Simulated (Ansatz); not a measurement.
What does this script print? It uses Ansatz 0.2.0 through its Python package.

`opt.py`
```python
"""Geometry optimisation of C2H2Br2S."""

import itertools

import ansatz
from ase.data import atomic_numbers, covalent_radii
import numpy as np

params = {
    "basis_set": "def2-SVP",
    "functional": "pbe0",
    "dispersion": "d3bj",
}

GEOMETRY = """
S    -1.95010   -0.31440    1.03000
C    -0.37340    0.09270    0.81760
C     0.37960   -0.00620   -0.47560
Br    0.58590   -1.83530   -1.05210
Br   -0.26590    1.23010   -1.79120
H     0.21490    0.46340    1.68560
H     1.47030    0.30170   -0.26000
"""

c2h2br2s = ansatz.Crystal.molecule()
for line in GEOMETRY.strip().splitlines():
    symbol, *xyz = line.split()
    c2h2br2s = c2h2br2s.atom(symbol, [float(v) for v in xyz])

setup = (
    c2h2br2s.calculation()
    .basis(gaussian=params["basis_set"])  # the orbital basis, by name
    .functional(params["functional"], dispersion=params["dispersion"])
    .scf(lower_state_search="off")
)
symbols = [site.symbol for site in c2h2br2s.cartesian_sites]
start = np.array([site.position_ang for site in c2h2br2s.cartesian_sites], dtype=float)
report = setup.relax(force_tolerance=0.005).run().report
end = np.array(report["positions_ang"])

for key in ("converged", "free_energy_ev", "reference_energy_ev", "n_frozen", "n_occupied", "n_virtual"):
    print(f"{key:22s} {report[key]}")

# pairs closer than 1.2 times the sum of covalent radii, before or after
radius = [covalent_radii[atomic_numbers[s]] for s in symbols]
span = lambda where, i, j: np.linalg.norm(where[i] - where[j])
bonded = [(i, j) for i, j in itertools.combinations(range(len(symbols)), 2) if min(span(start, i, j), span(end, i, j)) < 1.2 * (radius[i] + radius[j])]
print("pair        before    after (A)")
for i, j in bonded:
    print(f"{symbols[i]}{i}-{symbols[j]}{j}".ljust(10), f"{span(start, i, j):8.4f} {span(end, i, j):8.4f}")
```

Output of `python opt.py`:
```text
converged              True
free_energy_ev         -152989.4178178195
reference_energy_ev    -152989.1860239025
n_frozen               0
n_occupied             [50, 50]
n_virtual              [70, 70]
pair        before    after (A)
S0-C1        1.6422   1.6057
C1-C2        1.4997   1.4984
C1-H5        1.1122   1.1033
C2-Br3       1.9289   1.9147
C2-Br4       1.9173   1.9559
C2-H6        1.1537   1.0987
```

What to keep in mind:
- These settings explore the input space; basis and method may be short of convergence.
- The end point is the stationary point reached from this start; no frequency run checks that it is a minimum, and the basis set is modest.
- Total less reference energy is the dispersion correction.
- It ran for 110 s on 1 thread of Arm Neoverse V2, on a shared host, peak memory 0.38 GiB.
